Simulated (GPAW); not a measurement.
The system is W3N4.

```
W N
1.0
     4.12200    0.00000    0.00000
     0.00000    4.12200    0.00000
     0.00000    0.00000    4.12200
W N
3 4
Direct
  0.50000 0.00000 0.50000
  0.00000 0.50000 0.50000
  0.50000 0.50000 0.00000
  0.00000 0.00000 0.50000
  0.00000 0.50000 0.00000
  0.50000 0.00000 0.00000
  0.50000 0.50000 0.50000
```

Base run:

- Program: GPAW 26.7.0
- Functional: r2SCAN
- Potentials or basis: GPAW PAW data sets (gpaw-data 1.2.1)
- Cutoff: 800 eV
- Basis: pw
- k mesh: 5 × 5 × 5
- Occupations: fermi-dirac, width 0.05 eV
- Spin: no spin polarisation

Its results: pressure 19.8 GPa.

**Question.** After a change of settings the same cell gave: pressure -1.8 GPa. Which change was it?
A. functional from r2SCAN to PBE
B. functional from r2SCAN to LDA; potentials or basis from GPAW PAW data sets (gpaw-data 1.2.1) to the program's PAW data sets (release 1.2.1) made for this functional; cutoff from 800 eV to 600 eV
C. functional from r2SCAN to PBE; cutoff from 800 eV to 600 eV

**Answer.** B.

Caveats: the PAW data sets were made with another functional, which shifts forces and pressure a little (some runs); the cutoff is short for stress and forces, so pressures can be off by a GPa or more (some runs).

Not every run made on this cell is shown here.
